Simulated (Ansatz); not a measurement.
# ClH5HfN2O: molecular dynamics

The plan is to follow the molecule's vibrations and see whether its bonds hold. The start is relaxed first. Runs: 300 steps of 0.5 fs at constant energy, with velocities drawn for 1000 K.

Method: RHF/def2-SVP, in Ansatz 0.2.0.

## Step 1: The structure to begin with

Bond lengths: Hf1–Cl2 2.520 Å, Hf1–N3 2.210 Å, N3–H4 1.060 Å, N3–H5 1.060 Å, Hf1–O6 2.069 Å, O6–H7 1.010 Å, Hf1–N8 2.208 Å, N8–H9 1.060 Å, N8–H10 1.060 Å. Angles: Cl2–Hf1–N3 109.4°, Cl2–Hf1–O6 109.5°, Cl2–Hf1–N8 109.5°, N3–Hf1–O6 109.5°, N3–Hf1–N8 109.5°, O6–Hf1–N8 109.5°, Hf1–N3–H4 120.0°, Hf1–N3–H5 120.0°, H4–N3–H5 120.0°, Hf1–O6–H7 109.5°, Hf1–N8–H9 120.0°, Hf1–N8–H10 120.0°, H9–N8–H10 120.0°.

Coordinates:

```xyz
10

Hf    0.0000    0.0000    0.0000
Cl    0.0000    0.0000    2.5200
N     2.0840    0.0000   -0.7359
H     2.5823   -0.9180   -0.9166
H     2.5853    0.9180   -0.9082
O    -0.9750    1.6891   -0.6893
H    -1.9328    1.4584   -0.9117
N    -1.0409   -1.8034   -0.7359
H    -1.5759   -2.4197   -0.0595
H    -1.0055   -2.0526   -1.7656
```

## Step 2: Preparing the start

Contents of input.yaml:

```yaml
crystal:
  periodic: [false, false, false]
  atoms:
    - { symbol: Hf, position_ang: [0.0, 0.0, 0.0] }
    - { symbol: Cl, position_ang: [0.0, 0.0, 2.52] }
    - { symbol: "N", position_ang: [2.084, 0.0, -0.7359] }
    - { symbol: H, position_ang: [2.5823, -0.918, -0.9166] }
    - { symbol: H, position_ang: [2.5853, 0.918, -0.9082] }
    - { symbol: O, position_ang: [-0.975, 1.6891, -0.6893] }
    - { symbol: H, position_ang: [-1.9328, 1.4584, -0.9117] }
    - { symbol: "N", position_ang: [-1.0409, -1.8034, -0.7359] }
    - { symbol: H, position_ang: [-1.5759, -2.4197, -0.0595] }
    - { symbol: H, position_ang: [-1.0055, -2.0526, -1.7656] }
basis:
  gaussian: { orbitals: def2-SVP }
hamiltonian:
  xc: hf
relax:
  f_tol: 0.02
  max_steps: 40
output:
  orbitals: {}
```

Command:

```console
ansatz run input.yaml --threads 1 --pin off --max-ram 2048MiB --backend cpu --events-out ev --progress --plain --runs-dir out
```

After this run come: The run.

Before running it: what results should come out? Wanted: relaxation of the start; temperature, first and last step; temperature, second half; potential energy, second half; largest change of the total energy; bonds formed or broken.

The runs gave:

| quantity | value |
| --- | --- |
| relaxation of the start | 16 moves, 1.596 eV lower |
| length | 300 steps of 0.5 fs |
| temperature, first and last step | 1000 and 420 K |
| temperature, second half | mean 524 K, from 292 to 698 K |
| potential energy, second half | +49 meV/atom from the start |
| largest change of the total energy | 0.48 meV/atom |
| bonds formed or broken | 0 |

What this shows: The temperature starts at 1000 K and averages 524 K in the second half, where it ranges from 292 to 698 K; a mean near half the start is what vibrations about a minimum give, since they share energy equally between motion and strain. The total energy strays from its start by at most 0.48 meV/atom, 0.9 % of the mean kinetic energy, so a step of 0.5 fs is short enough over this time. The bonding pattern survives the run. 150 fs on 10 atoms is far too short and small for converged averages. The nuclei move classically, without zero-point motion, which matters most for hydrogen.
